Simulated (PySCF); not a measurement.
# TmF3(NH3): how tightly the ligands are held

What does it cost to pull a ligand from TmF3(NH3)? The species was built from a template and needn't be a known compound.

The runs use PySCF 2.14.0; PBE0, Tm lcecp-1-SVP with ECP58, F def2-SVP, N def2-SVP, H def2-SVP; scalar-relativistic core potentials, no spin–orbit coupling.

1 further run of the same task is left out (for a known fault of the program).

**1. Starting geometry**

8 atoms, charge 0, spin multiplicity 1.

Bond lengths: Tm1–F2 1.999 Å, Tm1–F3 1.999 Å, Tm1–F4 1.999 Å, Tm1–N5 2.451 Å, N5–H6 1.022 Å, N5–H7 1.022 Å, N5–H8 1.022 Å. Angles: F2–Tm1–F3 118.1°, F2–Tm1–F4 118.1°, F2–Tm1–N5 97.9°, F3–Tm1–F4 118.1°, F3–Tm1–N5 97.9°, F4–Tm1–N5 97.9°, Tm1–N5–H6 112.3°, Tm1–N5–H7 112.3°, Tm1–N5–H8 112.3°, H6–N5–H7 106.5°, H6–N5–H8 106.5°, H7–N5–H8 106.5°.

As a file:

```
Tm    0.0910   -0.0910    0.0910
F     1.0586    1.3665    1.0586
F    -1.3665   -1.0586    1.0586
F     1.0586   -1.0586   -1.3665
N    -1.3243    1.3243   -1.3243
H    -1.9342    1.9342   -0.7759
H    -0.7759    1.9342   -1.9342
H    -1.9342    0.7759   -1.9342
```

Formal oxidation states: Tm +3. Each metal's 12 4f electrons lie in its core potential, so multiplicities, spins and levels count the valence alone. An earlier session relaxed this geometry at PBE0, Tm lcecp-1-SVP with ECP58, F def2-SVP, N def2-SVP, H def2-SVP (singlet, point group C3v).

**2. F taken off**

The ligand (atom 2) keeps its formal charge and a closed shell where it can; ligand and rest are solved at the complex's geometry, in vacuum, with the settings of the relaxation.

```
   part  charge    state  energy (Eh)
complex       0  singlet  -394.585606
 ligand      -1  singlet   -99.594968
   rest       1  singlet  -294.577171
```

It took 1.3 s on 2 threads of Arm Neoverse V1, shared host.

**3. Rigid scan of F**

Atom 2 moves along the line from atom 1; the distance is to the donor, the donors' midpoint or the ring centre. Each point starts from the density of the one before.

```
distance (Å)  energy from the relaxed point (eV)
        1.70                               1.471
        1.80                               0.553
        1.90                               0.118
        2.00                               0.000
        2.10                               0.087
        2.20                               0.303
        2.40                               0.935
        2.70                               2.023
        3.10                               3.346
        3.60                               4.603
```

Run time: 15 s. Hardware: 2 threads of Arm Neoverse V1, shared host.

**4. NH3 taken off**

The ligand (atoms 5, 6, 7, 8) keeps its formal charge and a closed shell where it can; ligand and rest are solved at the complex's geometry, in vacuum, with the settings of the relaxation.

```
   part  charge    state  energy (Eh)
complex       0  singlet  -394.585606
 ligand       0  singlet   -56.440670
   rest       0  singlet  -338.082169
```

Run time: 0.8 s. Hardware: 2 threads of Arm Neoverse V1, shared host.

**5. Rigid scan of NH3**

Atoms 5, 6, 7, 8 move together along the line from atom 1; the distance is to the donor, the donors' midpoint or the ring centre. Each point starts from the density of the one before.

```
distance (Å)  energy from the relaxed point (eV)
        2.15                               0.389
        2.25                               0.148
        2.35                               0.032
        2.45                               0.000
        2.55                               0.024
        2.65                               0.085
        2.85                               0.261
        3.15                               0.557
        3.55                               0.897
        4.05                               1.191
```

It took 14 s on 2 threads of Arm Neoverse V1, shared host.

**6. What came out**

| quantity | value |
| --- | --- |
| taking off F | 11.25 eV |
| stiffness of the F contact | 20.4 eV/Å² |
| taking off NH3 | 1.71 eV |
| stiffness of the NH3 contact | 5.6 eV/Å² |

What this shows: Taking off F as a fragment of charge -1 costs 11.25 eV, much of it the attraction of the two charges. Near 2.00 Å the F contact has a stiffness of about 20.4 eV/Å², and the energy stands 4.60 eV higher at 3.60 Å. Taking off NH3 as a fragment of charge +0 costs 1.71 eV. Near 2.45 Å the NH3 contact has a stiffness of about 5.6 eV/Å², and the energy stands 1.19 eV higher at 4.05 Å. The free anion is solved without diffuse functions, no counterpoise correction is made, and the parts aren't relaxed; each of these makes the binding look larger. These are double-zeta-type bases without diffuse functions. Spin–orbit coupling is left out.
